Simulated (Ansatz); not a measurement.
# HfHO (sextet): the correlation ladder, def2-SVP

The task here is to estimate one member of a computed series from the others.

Program: Ansatz 0.2.0, Gaussian basis. Level of theory: def2-SVP, core rule «outside noble gas», up to 5 orbitals frozen. These are calculated values, not measurements.

The runs, in order: UHF; CCSD(T) on ROHF; CCSD(T) on UHF; CISD as a restricted active space (open shells left free, so some higher excitations enter); CCSDT(Q) on ROHF; CCSDT(Q) on UHF.

22 further runs of the same task are left out: 6 for a known fault of the program, 6 that didn't finish, 10 set aside as unsound or not needed. Runs told in other sessions of the task aren't counted.

## The system

The geometry is a PBE0/def2-TZVP stationary point (not a proven minimum) of the parent state, kept for this charge and spin. No spin-orbit coupling is included. Elements past krypton take def2 core potentials.

3 atoms, charge 0, spin multiplicity 6.

Atoms are counted from 1 here; the program's logs count them from 0.

Bond lengths: Hf1–O2 1.843 Å, Hf1–H3 1.954 Å. Angles: O2–Hf1–H3 153.5°.

The first run:

in.yaml

```yaml
crystal:
  periodic: [false, false, false]
  atoms:
    - {symbol: Hf, position_ang: [0.000000, -0.013056, 0.141257]}
    - {symbol: O, position_ang: [0.000000, 0.098311, -1.698045]}
    - {symbol: H, position_ang: [0.000000, 0.751458, 1.939409]}
basis:
  gaussian: {orbitals: def2-SVP}
magnetization: {spin_polarized: true, initial_magnetization: 5}
hamiltonian: {xc: hf}
output: {orbitals: {seedname: orbitals}}
```

Command:

```sh
> ansatz run in.yaml --threads 1 --pin off --events-out ev --progress --plain --max-ram 2393MiB
```

Among the steps run: UHF; CCSD(T) on ROHF; CCSD(T) on UHF; CISD as a restricted active space (open shells left free, so some higher excitations enter); CCSDT(Q) on ROHF; CCSDT(Q) on UHF.

One of the session's tables, all rows but one given; the rest of the session is left out.

It belongs to the step «Misses and costs». 

| method | from RCCSDT(Q) (meV) |
| --- | --- |
| ROHF | +5746.4 |
| UHF | +5581.5 |
| RMP2 | +649.2 |
| UMP2 | ? |
| RCCSD | +190.5 |
| UCCSD | +118.9 |
| RCCSD(T) | +37.1 |
| UCCSD(T) | -33.1 |
| RCCSDT | +8.1 |
| UCCSDT | -60.9 |
| RCCSDT(Q) | 0 |
| UCCSDT(Q) | -74.7 |

Estimate the missing values for UMP2.

As computed: from RCCSDT(Q) (meV): +577.4. In the column «from RCCSDT(Q) (meV)» it lies between RCCSD (+190.5) and RMP2 (+649.2).

Not comparable, so not listed: CISD as a restricted active space (open shells left free, so some higher excitations enter) (they don't share determinant, frozen orbitals or solution with the rows shown, or repeat one).

To keep in mind: Restricted and unrestricted rows rest on different reference determinants; a gap between their highest levels can come from leftover correlation error, from unlike frozen cores or from another state.
